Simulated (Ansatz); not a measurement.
# BeHBr+ (doublet): the correlation ladder, cc-pVDZ

The task here is to estimate one member of a computed series from the others.

Computed with Ansatz 0.2.0, Gaussian basis. Level: cc-pVDZ, core rule «outside noble gas», up to 15 orbitals frozen.

Plan: UHF; CCSD(T) on ROHF; CCSD(T) on UHF; BCCD(T) on ROHF; CISD; CCSDT(Q) on ROHF; CCSDT(Q) on UHF.

32 further runs of the same task are left out: 12 for a known fault of the program, 1 for a mislabelled method, 9 that didn't finish, 10 set aside as unsound or not needed.

### The geometry

The geometry is a PBE0/def2-TZVP stationary point (not a proven minimum) of the parent state, kept for this charge and spin. No spin-orbit coupling is included. The filled d shell of Br may be among the frozen orbitals whatever the setting's name suggests; the logs give the count.

3 atoms, charge 1, spin multiplicity 2.

Atoms are counted from 1 here; the program's logs count them from 0.

Bond lengths: Br1–Be2 1.957 Å, Be2–H3 1.331 Å. Angles: Br1–Be2–H3 180.0°.

The first run:

Input file in.yaml:

```yaml
crystal:
  periodic: [false, false, false]
  atoms:
    - {symbol: Br, position_ang: [0.000000, 0.000000, 1.748400]}
    - {symbol: Be, position_ang: [0.000000, 0.000000, -0.208800]}
    - {symbol: H, position_ang: [0.000000, 0.000000, -1.539600]}
basis:
  gaussian: {orbitals: cc-pVDZ}
total_charge: 1
magnetization: {spin_polarized: true, initial_magnetization: 1}
hamiltonian: {xc: hf}
output: {orbitals: {seedname: orbitals}}
```

Run with:

```console
$ ansatz run in.yaml --threads 1 --pin off --events-out ev --progress --plain --max-ram 2393MiB
```

Steps of the session up to this table: UHF; CCSD(T) on ROHF; CCSD(T) on UHF; BCCD(T) on ROHF; CISD; CCSDT(Q) on ROHF; CCSDT(Q) on UHF.

One of the session's tables, all rows but one given; the rest of the session is left out.

| method | from UCCSDT(Q) (kcal/mol) |
| --- | --- |
| ROHF | +97.48 |
| UHF | +95.20 |
| RMP2 | +16.61 |
| UMP2 | +16.91 |
| CISD | +6.59 |
| RCCSD | +1.84 |
| UCCSD | +1.74 |
| RCCSD(T) | +0.41 |
| UCCSD(T) | +0.35 |
| BCCD(T) | ? |
| RCCSDT | +0.15 |
| UCCSDT | +0.10 |
| RCCSDT(Q) | +0.05 |
| UCCSDT(Q) | 0 |

Estimate the missing values for BCCD(T).

The run gave: from UCCSDT(Q) (kcal/mol): +0.40. In the column «from UCCSDT(Q) (kcal/mol)» it lies between UCCSD(T) (+0.35) and RCCSD(T) (+0.41).

Caveats from the session: Restricted and unrestricted rows rest on different reference determinants; where their highest levels disagree by more than a few hundredths of an eV, they describe different states and don't form one ladder.
